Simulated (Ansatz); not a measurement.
# H6SiSn, SMILES [SiH3][SnH3]: vertical and adiabatic energies of changing the electron count

Computed with the Ansatz DFT code, driven from Python.

The cells in order, each with its output:

In [1]:
```python
import ansatz as az
import numpy as np
```

In [2]:
```python
BASIS = "def2-SVP"
XC = "pbe0"
CHARGE = 1
```

In [3]:
```python
GEOMETRY = """
Si   -0.58500    0.08360   -1.11370
Sn    0.58080   -0.13650    1.05750
H    -2.09150    0.37990   -0.87780
H    -0.41370   -1.09100   -1.92130
H    -0.06280    1.25480   -1.88760
H     0.41060    1.34720    1.99960
H     2.30810   -0.42880    0.75010
H    -0.05440   -1.46620    1.93740
"""
```

In [4]:
```python
molecule = az.Crystal.molecule()
for line in GEOMETRY.strip().splitlines():
    symbol, *xyz = line.split()
    molecule = molecule.atom(symbol, [float(v) for v in xyz])
```

In [5]:
```python
job = molecule.calculation().basis(gaussian=BASIS).functional(XC)
symbols = [site.symbol for site in molecule.cartesian_sites]
start = np.array([site.position_ang for site in molecule.cartesian_sites], dtype=float)
r = job.relax(force_tolerance=0.01).run().report
end = np.array(r["positions_ang"])
```

In [6]:
```python
minimum = az.Crystal.molecule()
for symbol, place in zip(symbols, end):
    minimum = minimum.atom(symbol, place.tolist())
ion = (
    minimum.calculation()
    .basis(gaussian=BASIS)
    .functional(XC)
    .charge(CHARGE)
    .spin("collinear", total=1)
)
vertical = ion.run().report
settled = ion.relax(force_tolerance=0.01, max_steps=80).run().report
print(f"vertical ionisation energy   {vertical['free_energy_ev'] - r['free_energy_ev']:.3f} eV")
print(f"adiabatic, no zero point     {settled['free_energy_ev'] - r['free_energy_ev']:.3f} eV")
print(f"relaxation energy of the ion {vertical['free_energy_ev'] - settled['free_energy_ev']:.3f} eV")
ionised = np.array(settled["positions_ang"])
print("final positions (A) and the move of each atom")
for symbol, xyz, old in zip(symbols, ionised, end):
    print(f"{symbol:2s} {xyz[0]:10.5f} {xyz[1]:10.5f} {xyz[2]:10.5f}   {np.linalg.norm(xyz - old):7.4f}")
```
```text
vertical ionisation energy   10.035 eV
adiabatic, no zero point     9.120 eV
relaxation energy of the ion 0.914 eV
final positions (A) and the move of each atom
Si   -0.69367    0.13613   -1.28144    0.1463
Sn    0.72729   -0.15260    1.28668    0.2334
H    -2.06197    0.35017   -0.75160    0.1649
H    -0.37391   -1.19171   -1.85884    0.1650
H     0.03881    1.31421   -1.80524    0.1642
H     0.34093    1.38569    1.89033    0.1983
H     2.26839   -0.40616    0.62286    0.1983
H    -0.15377   -1.49273    1.84143    0.1989
```

The energies are electronic: no zero-point or thermal terms, and the basis set is short of its limit. The product may relax into another structure. Each relaxation finds its nearest minimum, which needn't be the lowest. def2 sets replace the cores of elements past krypton by effective core potentials. Hardware and time: 45 s on 1 thread of Arm Neoverse V1, on a shared host, peak memory 0.27 GiB.
